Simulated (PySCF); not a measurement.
# A gas-phase reaction: H5NO5Ti2 + H4O4Si → H7NO8SiTi2 + H2O, part 2 of 2

PySCF 2.14.0. Atoms count from 0, parts from 1. The steps go on from the part before.

## Step 5: Reaction energy: wB97M-D3(BJ)/STO-3G

Job settings and geometry (Å):

```
{"job": {"kind": "react", "xc": "wB97M-D3(BJ)", "basis": "STO-3G", "grid": 4}, "charge": 0, "multiplicity": 1}
-1 H5NO5Ti2 charge 0 multiplicity 1
N      0.759540     0.585560    -2.321770
Ti     0.858440    -0.190460    -0.637870
O      2.355630    -1.005180    -0.569600
O      0.394390     0.984710     0.659110
Ti    -1.103800     0.106820     1.104070
O     -0.983890    -0.636420     2.671830
O     -2.605790     0.958150     0.996490
O     -0.685350    -1.038800    -0.205190
H     -0.033350     1.155560    -2.612860
H      1.450590     0.584330    -3.068700
H      3.223230    -1.413320    -0.609690
H     -0.278160    -1.197620     3.009900
H     -3.351490     1.106670     1.584280

-1 H4O4Si charge 0 multiplicity 1
O     -0.014990    -1.582180     0.371600
Si     0.000220    -0.000730    -0.000350
O     -1.539160     0.418910    -0.307120
O      0.691850     0.765250     1.254540
O      0.862880     0.396170    -1.318750
H      0.763730    -1.962970     0.765990
H     -2.221650     0.092130     0.271170
H      0.959660     1.671860     1.139390
H      0.497460     0.201560    -2.176470

+1 H7NO8SiTi2 charge 0 multiplicity 1
O     -0.243950    -1.469390    -0.835120
Si    -0.268180     0.008760    -1.639350
O     -1.600360     0.724520    -1.041940
O     -0.488380    -0.430270    -3.195800
N      1.098340     0.994780    -1.322010
Ti     1.308610     1.061930     0.602610
O      2.539510     2.167290     1.015630
O      1.367020    -0.619510     0.995230
Ti    -0.431690    -0.735570     1.473900
O     -2.010540    -1.357180     1.145290
O     -0.400230    -1.187260     3.162290
O     -0.394560     1.065300     1.207450
H      0.374480    -2.120430    -1.178180
H     -1.410760     1.042600    -0.125750
H     -0.954240     0.175180    -3.763880
H      1.922110     0.861710    -1.906540
H      3.260690     2.629550     1.445820
H     -2.480570    -1.367390     0.305090
H     -1.187310    -1.444610     3.655270

+1 H2O charge 0 multiplicity 1
O     -0.000640     0.379290     0.009330
H     -0.771780    -0.190820    -0.004850
H      0.772420    -0.188470    -0.004480
```

Method: wB97M-D3(BJ)/STO-3G reaction energy of separated species, gas phase.

Standard output:

```text
species 1 (H5NO5Ti2)
coarse grid: 58288 points
cycle   1  E = -2109.9150218087  dE = -7.302e-01  |g| = 1.301e+00  |ddm| = 5.274e+00
cycle   2  E = -2109.8201196695  dE =  9.490e-02  |g| = 1.653e+00  |ddm| = 3.140e+00
cycle   3  E = -2110.4957745389  dE = -6.757e-01  |g| = 1.189e-01  |ddm| = 1.630e+00
cycle   4  E = -2110.4989720316  dE = -3.197e-03  |g| = 6.110e-02  |ddm| = 2.018e-01
cycle   5  E = -2110.5001045129  dE = -1.132e-03  |g| = 1.023e-02  |ddm| = 8.133e-02
cycle   6  E = -2110.5001431548  dE = -3.864e-05  |g| = 2.647e-03  |ddm| = 1.822e-02
cycle   7  E = -2110.5001455971  dE = -2.442e-06  |g| = 7.001e-04  |ddm| = 4.353e-03
final grid: 309168 points
cycle   8  E = -2110.5004129110  dE = -2.542e-07  |g| = 4.748e-04  |ddm| = 1.767e-03
cycle   9  E = -2110.5004129552  dE = -4.418e-08  |g| = 3.758e-04  |ddm| = 1.063e-03
cycle  10  E = -2110.5004129972  dE = -4.197e-08  |g| = 4.800e-05  |ddm| = 4.654e-04
cycle  11  E = -2110.5004129987  dE = -1.547e-09  |g| = 3.501e-05  |ddm| = 1.384e-04
cycle  12  E = -2110.5004129992  dE = -4.416e-10  |g| = 5.128e-06  |ddm| = 5.558e-05
converged SCF energy = -2110.5004129992

species 2 (H4O4Si)
coarse grid: 37024 points
cycle   1  E = -585.2399345234  dE =  1.036e+00  |g| = 8.257e-01  |ddm| = 3.713e+00
cycle   2  E = -585.4604365892  dE = -2.205e-01  |g| = 3.158e-01  |ddm| = 1.651e+00
cycle   3  E = -585.4898541080  dE = -2.942e-02  |g| = 1.817e-02  |ddm| = 4.058e-01
cycle   4  E = -585.4900309689  dE = -1.769e-04  |g| = 3.315e-03  |ddm| = 4.553e-02
cycle   5  E = -585.4900378264  dE = -6.858e-06  |g| = 7.419e-04  |ddm| = 9.392e-03
final grid: 204792 points
cycle   6  E = -585.4901044677  dE = -4.967e-07  |g| = 2.675e-04  |ddm| = 2.392e-03
cycle   7  E = -585.4901045343  dE = -6.664e-08  |g| = 1.069e-04  |ddm| = 9.336e-04
cycle   8  E = -585.4901045446  dE = -1.032e-08  |g| = 2.776e-05  |ddm| = 4.598e-04
cycle   9  E = -585.4901045450  dE = -3.961e-10  |g| = 1.882e-06  |ddm| = 8.518e-05
converged SCF energy = -585.4901045450

species 3 (H7NO8SiTi2)
coarse grid: 85184 points
cycle   1  E = -2619.8988116799  dE =  6.992e-01  |g| = 1.472e+00  |ddm| = 6.151e+00
cycle   2  E = -2619.9281394623  dE = -2.933e-02  |g| = 1.717e+00  |ddm| = 3.513e+00
cycle   3  E = -2620.6482321731  dE = -7.201e-01  |g| = 1.966e-01  |ddm| = 1.783e+00
cycle   4  E = -2620.6581535241  dE = -9.921e-03  |g| = 7.347e-02  |ddm| = 2.954e-01
cycle   5  E = -2620.6596188990  dE = -1.465e-03  |g| = 2.459e-02  |ddm| = 1.051e-01
cycle   6  E = -2620.6597919565  dE = -1.731e-04  |g| = 5.935e-03  |ddm| = 3.374e-02
cycle   7  E = -2620.6598029940  dE = -1.104e-05  |g| = 2.572e-03  |ddm| = 1.030e-02
cycle   8  E = -2620.6598051643  dE = -2.170e-06  |g| = 5.911e-04  |ddm| = 3.721e-03
final grid: 454288 points
cycle   9  E = -2620.6600940183  dE = -1.927e-07  |g| = 4.723e-04  |ddm| = 1.622e-03
cycle  10  E = -2620.6600940359  dE = -1.761e-08  |g| = 4.874e-04  |ddm| = 1.127e-03
cycle  11  E = -2620.6600941026  dE = -6.669e-08  |g| = 5.317e-05  |ddm| = 5.540e-04
cycle  12  E = -2620.6600941045  dE = -1.912e-09  |g| = 3.897e-05  |ddm| = 1.558e-04
cycle  13  E = -2620.6600941052  dE = -6.512e-10  |g| = 7.075e-06  |ddm| = 7.380e-05
converged SCF energy = -2620.6600941052

species 4 (H2O)
coarse grid: 10128 points
cycle   1  E = -75.2916977441  dE = -3.006e-03  |g| = 4.038e-01  |ddm| = 1.695e+00
cycle   2  E = -75.3455612592  dE = -5.386e-02  |g| = 1.481e-01  |ddm| = 7.780e-01
cycle   3  E = -75.3520859577  dE = -6.525e-03  |g| = 8.039e-03  |ddm| = 1.713e-01
cycle   4  E = -75.3521186923  dE = -3.273e-05  |g| = 9.369e-04  |ddm| = 2.166e-02
cycle   5  E = -75.3521192358  dE = -5.435e-07  |g| = 1.805e-04  |ddm| = 2.438e-03
final grid: 59680 points
cycle   6  E = -75.3521540498  dE = -3.269e-08  |g| = 7.146e-05  |ddm| = 5.951e-04
cycle   7  E = -75.3521540535  dE = -3.772e-09  |g| = 2.358e-05  |ddm| = 1.977e-04
cycle   8  E = -75.3521540540  dE = -4.904e-10  |g| = 2.393e-06  |ddm| = 1.012e-04
converged SCF energy = -75.3521540540

Reaction energy = -19.041 kcal/mol
```

It took 2.1 min on 1 thread of Intel Xeon at 2.50GHz, shared host; peak memory 0.75 GiB.

A minimal basis is unusable here, so the run is left out of the summary.

## Step 6: Side by side

Energies in kcal/mol, with wall time:

```csv
run,reaction,time
PBE0-D3(BJ)/def2-SVP,14.43,2.5 min
CAM-B3LYP-D3(BJ)/def2-SVP,17.18,3.1 min
TPSSh-D3(BJ)/6-31G,12.48,2.3 min
```

## Step 7: Summary of results

This closing draws on all 2 parts.

| quantity | value |
| --- | --- |
| reaction energy (PBE0-D3(BJ)/def2-SVP) | 14.43 kcal/mol |
| ΔH, ΔG at 298 K (xTB thermal terms) | +14.8, +19.4 kcal/mol |
| range of the reaction energy over the runs of this table | 12.48 to 17.18 kcal/mol |
| runs | 4, of which 0 failed and 1 ended on unsound input |

In words: The reaction is endothermic by 14.8 kcal/mol in the gas phase; dispersion gives -4.96, and xTB itself gave -23.22 for the electronic energy (xTB energies and thermal terms come from the earlier relaxation of each species, not shown). No barrier was sought. xTB and this level differ widely in the electronic energy, so what comes from xTB (the thermal terms above all) is less safe here. The reaction energy runs from 12.48 (TPSSh-D3(BJ)/6-31G) to 17.18 kcal/mol (CAM-B3LYP-D3(BJ)/def2-SVP). Tight-binding geometries are rough for metal atoms; that holds for every run here that uses one unrelaxed.
